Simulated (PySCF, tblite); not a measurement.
# CH5O2Si radical: geometry, infrared bands and EPR parameters

Aim: predict the infrared bands and EPR parameters of CH5O2Si radical (`[CH2][SiH](O)O`).

The runs use tblite 0.8.0 and PySCF 2.14.0, with density-fitted response routines of our own; the level of theory stands in each step. All values are computed, except where a source is named. Atoms count from 0, in the outputs and in this text.

### Step 1. The starting structure

9 atoms, charge 0, multiplicity 2; geometry from: force field or distance geometry start.

Bonds of the start (Å): C0–Si1 1.87, Si1–O2 1.69, Si1–O3 1.72, C0–H4 1.09, C0–H5 1.11, Si1–H6 1.47, O2–H7 1.00, O3–H8 0.99.

### Step 2. Relaxing the molecule with GFN2-xTB

The job: settings as JSON, then the geometry in Å.

```
{"job": {"kind": "relax", "xc": "GFN2-xTB", "basis": "xTB"}, "charge": 0, "multiplicity": 2}
C      1.440800    -0.261000     0.002100
Si    -0.374600    -0.073200     0.417800
O     -0.970000     1.267000    -0.415500
O     -1.164100    -1.461800    -0.208500
H      1.997600     0.629600     0.311000
H      1.529200    -0.446900    -1.085100
H     -0.603600    -0.014900     1.864300
H     -1.105600     2.077200     0.154400
H     -0.736100    -1.710000    -1.065500
```

On the command line:

```bash
$ OMP_NUM_THREADS=1 python probes_run.py task.json out
```

This one command runs all jobs of the session in turn.

**Question.** This job is followed by: GFN2-xTB harmonic vibrations, gas phase; UKS B3LYP, pcH-1 on C H O Si, non-relativistic, mean-field spin-orbit, GIAO. What will the session give for the following? strongest single infrared mode (GFN2-xTB); zero-point energy (GFN2-xTB); g(iso) (B3LYP); ⟨S²⟩; largest a(iso) (averaged by class); potential on the surface of density 0.002 e/bohr³, 1st and 99th percentile.

The runs gave:

| quantity | value |
| --- | --- |
| strongest single infrared mode (GFN2-xTB) | 901 cm⁻¹, 367 km/mol |
| zero-point energy (GFN2-xTB) | 36.2 kcal/mol |
| g(iso) (B3LYP) | 2.00252 |
| ⟨S²⟩ | 0.753 (exact 0.75) |
| largest a(iso) (averaged by class) | 13C on C0, 88.0 MHz |
| potential on the surface of density 0.002 e/bohr³, 1st and 99th percentile | -1.48 V and 2.57 V |

What this shows: Relaxing lowered the energy by 0.705 eV in 79 steps; the close pair that moved most is Si1–O3, from 1.716 to 1.623 Å. The lowest mode is imaginary (50i cm⁻¹), so the xTB geometry is not a minimum: the zero-point energy counts the real modes alone, and all values at this geometry belong to a saddle point. The strongest single mode, at 901 cm⁻¹, is carried by Si1, O2, H8. Unscaled tight-binding wavenumbers are off by several per cent, some by more. Its intensities can rank the bands wrongly. C0 carries the largest spin population, 1.06 e. The isotropic g lies 0.2 ppt above the free-electron value. These values are for one conformer; the search (at its own cheap level) found 1 more, at 0.66 kcal/mol, and measured spectra average over such forms.
